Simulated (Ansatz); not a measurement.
Consider cell relaxations under several functionals of YAu, space group Pm-3m (Ansatz's Python interface).

Script `lattice.py`:
```python
'''How the lattice of YAu depends on the functional.'''

import logging
import sys

import ansatz as az
import numpy as np
from pymatgen.core import Lattice, Structure
from pymatgen.io.ase import AseAtomsAdaptor

logging.basicConfig(stream=sys.stdout, format='%(levelname)s:%(name)s:%(message)s')
log = logging.getLogger('calc')
log.setLevel(logging.INFO)

def edges_and_angles(cell):
    cell = np.asarray(cell)
    a, b, c = np.linalg.norm(cell, axis=1)
    cosines = cell[1] @ cell[2] / (b * c), cell[0] @ cell[2] / (a * c), cell[0] @ cell[1] / (a * b)
    return (a, b, c, *np.degrees(np.arccos(cosines)))

pmg_structure = Structure(
    Lattice([(3.559, 0.0, 0.0), (0.0, 3.559, 0.0), (0.0, 0.0, 3.559)]),
    ['Y', 'Au'],
    [
        (0.5, 0.5, 0.5),
        (0.0, 0.0, 0.0),
    ],
)
system = az.Crystal.from_ase(AseAtomsAdaptor.get_atoms(pmg_structure))

job = (
    system.calculation()
    .basis(510)
    .kpoints(spacing=0.26)
    .occupations('gaussian', width=0.05)
    .scf(tolerance=1e-07)
    .relax(cell=True, max_steps=40)
)

levels = [('pbesol', 'd3bj'), ('pbesol', 'none'), ('lda', 'none')]
log.info('level            a       b       c    alpha   beta  gamma  V/atom  steps')
for name, dispersion in levels:
    seen = []
    run = job.functional(name, dispersion=dispersion).session().plan()
    res = run.execute(on_event=lambda e: seen.append(e) if e['event'] == 'relax_step' else None)
    cell = res.lattice.cell_ang
    label = name if dispersion == 'none' else f'{name}+{dispersion}'
    print('{:13s} {:7.4f} {:7.4f} {:7.4f} {:6.2f} {:6.2f} {:6.2f}'.format(label, *edges_and_angles(cell)), f'{abs(np.linalg.det(cell)) / len(res.lattice.sites):7.3f} {len(seen):5d}')
```

Rank the levels of theory by the volume of the relaxed cell.

From smallest to largest: PBEsol+D3BJ (21.51 Å³ an atom, -4.6 % against the start), LDA (21.71 Å³ an atom, -3.7 % against the start) and PBEsol (22.39 Å³ an atom, -0.7 % against the start). The spread is 4.1 % in volume.

The run itself:

```console
$ python lattice.py
INFO:calc:level            a       b       c    alpha   beta  gamma  V/atom  steps
DeckWarning: relax.cell: scf.convergence.dr2_threshold = 1e-7 eV (the SCF's general default) is looser than the 2e-10 eV advised for a relaxation that steers and ends on the stress (1e-10 eV for each [...]
pbesol+d3bj    3.5039  3.5039  3.5039  90.00  90.00  90.00  21.509     5
pbesol         3.5512  3.5512  3.5512  90.00  90.00  90.00  22.391     4
lda            3.5147  3.5147  3.5147  90.00  90.00  90.00  21.710     5
```
(Warnings from the package without file and line, shortened.)

What to keep in mind:
- Spin is left out of this run.
- Forces vanish by symmetry, so the ions can't move, and the end may be a saddle.
- Dispersion corrections can be off by several per cent in the lattices of metals, and by several GPa in the pressure at a fixed cell.
- Spin-orbit coupling, which matters for elements this heavy, is left out.
- The starting cell is as deposited in a crystallographic database; the results hold for this polymorph, which needn't be the stable one.
- It ran for 13 s on 1 thread of Arm Neoverse V2 (shared host), peak memory 0.46 GiB.

(Lines on the test bed's own set-up are left out of the output.)
